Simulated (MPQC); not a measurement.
# ICl (iodine monochloride): HFLYP/3-21G

Aim: the vertical singlet–triplet gap of ICl (iodine monochloride) at HFLYP/3-21G, from 2 runs. 

The results are computed with MPQC 2.3.1.

3 further runs of the same task are left out: 1 that didn't finish, 2 set aside as unsound or not needed.

### Step 1. The molecule

ICl has 2 atoms, charge 0, and is taken as a singlet. As SMILES, `ClI`. The coordinates come from a GFN2-xTB relaxation.

Bond lengths: Cl1–I2 2.307 Å.

### Step 2. A single-point energy at HFLYP/3-21G

Input file job.in:

```
molecule<Molecule>: (
   symmetry = c1
   unit = angstrom
   { atoms geometry } = {
      Cl [ 0.000000     0.000000     0.000000 ]
      I  [ 0.000000     0.000000     2.306520 ]
   }
)
basis<GaussianBasisSet>: (
   name = "3-21G"
   molecule = $:molecule
   basisdir = "."
   puream = yes
)
mpqc: (
   checkpoint = no
   savestate = no
   restart = no
   do_energy = yes
   do_gradient = no
   optimize = no
   mole<CLKS>: (
      molecule = $:molecule
      basis = $:basis
      total_charge = 0
      memory = 1000000000
      print_evals = yes
      maxiter = 100
      functional<SumDenFunctional>: (
         a0 = 1
         coefs = [ 1 ]
         funcs: [ <LYPCFunctional>: () ]
      )
      integrator<RadialAngularIntegrator>: ( grid = fine )
   )
)
```

The basis set 3-21G is read from a file made from the Basis Set Exchange's data (not shown).

Run with:

```
$ mpqc job.in > job.out
```

Standard output:

```text
MPQC: Massively Parallel Quantum Chemistry
[...]
  CLSCF::init: total charge = 0
[...]
  nbasis = 44
[...]
  WARNING: BeckeIntegrationWeight usually uses the atomic maximum
           probability radius, however this is not available for
[...]
  Integrated electron density error = -0.002543705738
  iter     1 energy = -7345.4613235333 delta = 4.62624e-01
[...]
  Integrated electron density error = -0.000002858403
  iter     6 energy = -7347.9807204380 delta = 2.38971e-04
  Integrated electron density error = -0.000002858805
  iter     7 energy = -7347.9807205629 delta = 4.48438e-05
  Integrated electron density error = -0.000002858581
  iter     8 energy = -7347.9807206731 delta = 1.01239e-05
  Integrated electron density error = -0.000002858586
  iter     9 energy = -7347.9807206694 delta = 3.11539e-06
[...]
  LUMO is    36   A =  -0.036631
  total scf energy = -7347.9807206694
Value of the MolecularEnergy: -7347.9807206694
[...]
        symmetry = c1
[...]
```

Run time: 2.2 s. Hardware: 1 thread of Intel Xeon 6975P-C (Granite Rapids), shared host.

### Step 3. The triplet, same level

Input file mol.in:

```
molecule<Molecule>: (
    symmetry = c1
    unit = angstrom
    { atoms geometry } = {
        Cl [ 0.000000       0.000000       0.000000 ]
        I  [ 0.000000       0.000000       2.306520 ]
    }
)
basis<GaussianBasisSet>: (
    name = "3-21G"
    molecule = $:molecule
    basisdir = "."
    puream = yes
)
mpqc: (
    checkpoint = no
    savestate = no
    restart = no
    do_energy = yes
    do_gradient = no
    optimize = no
    mole<UKS>: (
        molecule = $:molecule
        basis = $:basis
        total_charge = 0
        multiplicity = 3
        memory = 1000000000
        print_evals = yes
        maxiter = 100
        functional<SumDenFunctional>: (
            a0 = 1
            coefs = [ 1 ]
            funcs: [ <LYPCFunctional>: () ]
        )
        integrator<RadialAngularIntegrator>: ( grid = fine )
    )
)
```

The basis set 3-21G is read from a file made from the Basis Set Exchange's data (not shown).

Run with:

```
$ mpqc mol.in > mol.out
```

Standard output:

```text
MPQC: Massively Parallel Quantum Chemistry
[...]
  USCF::init: total charge = 0
[...]
  WARNING: BeckeIntegrationWeight usually uses the atomic maximum
           probability radius, however this is not available for
[...]
  Integrated electron density error = -0.002292229318
  iter     1 energy = -7344.4590809998 delta = 4.57474e-01
[...]
  Integrated electron density error = -0.000002959054
  iter    18 energy = -7347.8958011432 delta = 8.67063e-06
  Integrated electron density error = -0.000002959022
  iter    19 energy = -7347.8958013425 delta = 2.20354e-06
  Integrated electron density error = -0.000002959019
  iter    20 energy = -7347.8958013191 delta = 3.66245e-06
  Integrated electron density error = -0.000002959008
  iter    21 energy = -7347.8958033539 delta = 1.95774e-06
[...]
  <S^2>      = 2.005250
  total scf energy = -7347.8958033539
Value of the MolecularEnergy: -7347.8958033539
[...]
        symmetry = c1
[...]
        nbasis = 44
[...]
      nalpha = 36
      nbeta = 34
[...]
```

Run time: 6.3 s. Hardware: 1 thread of Intel Xeon 6975P-C (Granite Rapids), shared host.

### Step 4. Summary of results

At HFLYP/3-21G:

| quantity | value |
| --- | --- |
| singlet: total energy | -7347.98072 Eh |
| singlet: HOMO energy | -11.49 eV |
| singlet: LUMO energy | -1.00 eV |
| singlet: HOMO–LUMO gap | 10.49 eV |
| triplet: total energy | -7347.89580 Eh |
| triplet: ⟨S²⟩ | 2.005 |
| vertical energy of the triplet above the singlet | 2.311 eV |

At this shape the triplet lies 2.31 eV (223 kJ/mol) above the singlet. Relativity is left out (singlet) although the molecule holds a heavy atom. Relativity is left out (triplet) although the molecule holds a heavy atom.
